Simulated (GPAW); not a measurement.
Runs of GPAW 26.7.0 on Mg3GaO4. It takes space group Pm-3m (No. 221, cubic). Conventional cell: a = 4.363 Å, b = 4.363 Å, c = 4.363 Å, α = 90.00°, β = 90.00°, γ = 90.00°. Ga (site symmetry m-3m) has 6 O at 2.18 Å as nearest neighbours. Mg (site symmetry 4/mmm) has 6 O at 2.18 Å as nearest neighbours. Around O (site symmetry 4/mmm) lie 2 Ga at 2.18 Å and 4 Mg at 2.18 Å. O (site symmetry m-3m) has 6 Mg at 2.18 Å as nearest neighbours. The cell comes from a database or a generator and needn't be the stable form of this composition.

| task | level | spin | cell | k mesh | optimizer | fmax | max steps | convergence | band path | gap on the mesh (eV) | pressure (GPa) | relaxed volume (Å³/atom) |
| --- | --- | --- | --- | --- | --- | --- | --- | --- | --- | --- | --- | --- |
| relaxation of cell and atoms | PBEsol+D3(BJ) | off | relaxed | 5 × 5 × 5 | BFGS | 0.02 eV/Å | 60 | density=1e-05 forces=0.0001 | - | none | 0.0 | 9.87 |
| relaxation of cell and atoms | PBEsol+D3(BJ)+ATM | off | relaxed | 5 × 5 × 5 | BFGS | 0.02 eV/Å | 60 | density=1e-05 forces=0.0001 | - | none | 0.0 | 9.91 |
| relaxation of cell and atoms | PBEsol+D3 | off | relaxed | 5 × 5 × 5 | BFGS | 0.02 eV/Å | 60 | density=1e-05 forces=0.0001 | - | none | 0.0 | (a) |
| band structure | PBEsol | off | as given | 6 × 6 × 6 | - | - | - | - | GXMGRX,MR | - | -4.2 | - |
| band structure | PBEsol | SOC, no magnetisation | as given | 6 × 6 × 6 | - | - | - | - | GXMGRX,MR | - | -4.2 | - |
| relaxation of cell and atoms | PBEsol+D4 | off | relaxed | 5 × 5 × 5 | BFGS | 0.02 eV/Å | 60 | density=1e-05 forces=0.0001 | - | none | 0.0 | (b) |
| relaxation of cell and atoms | PBEsol | off | relaxed | 5 × 5 × 5 | BFGS | 0.02 eV/Å | 60 | density=1e-05 forces=0.0001 | - | none | 0.1 | 10.09 |

Alike in all rows: potentials or basis PAW data sets generated in the run's folder for this functional, pw; cutoff (eV) 800; smearing fermi-dirac 0.05 eV.

Task: Fill in the values left out.

Result: (a) 9.94; (b) 9.99.

Caveats: the data sets keep Ga 3d, Li 1s and Be 1s frozen, and some such compounds lay over 1.5 % in volume off other programs; an odd number of electrons without spin polarisation forces a metal (some runs); a magnetic or distorted state may lie lower (some runs); later steps reuse the first step's grids (some runs); pairwise dispersion overbinds metals, which lowers pressure and volume (some runs); spin-orbit coupling was added after a scalar SCF, so levels and gaps hold it while energy, forces, pressure and moments don't (some runs); this program's spin-orbit splittings come out too wide for heavy elements (some runs).

A k mesh can miss the band edges, and rows without SOC leave out spin-orbit coupling on Ga.

A gap of «none» marks a metal or a gap under the smearing width.
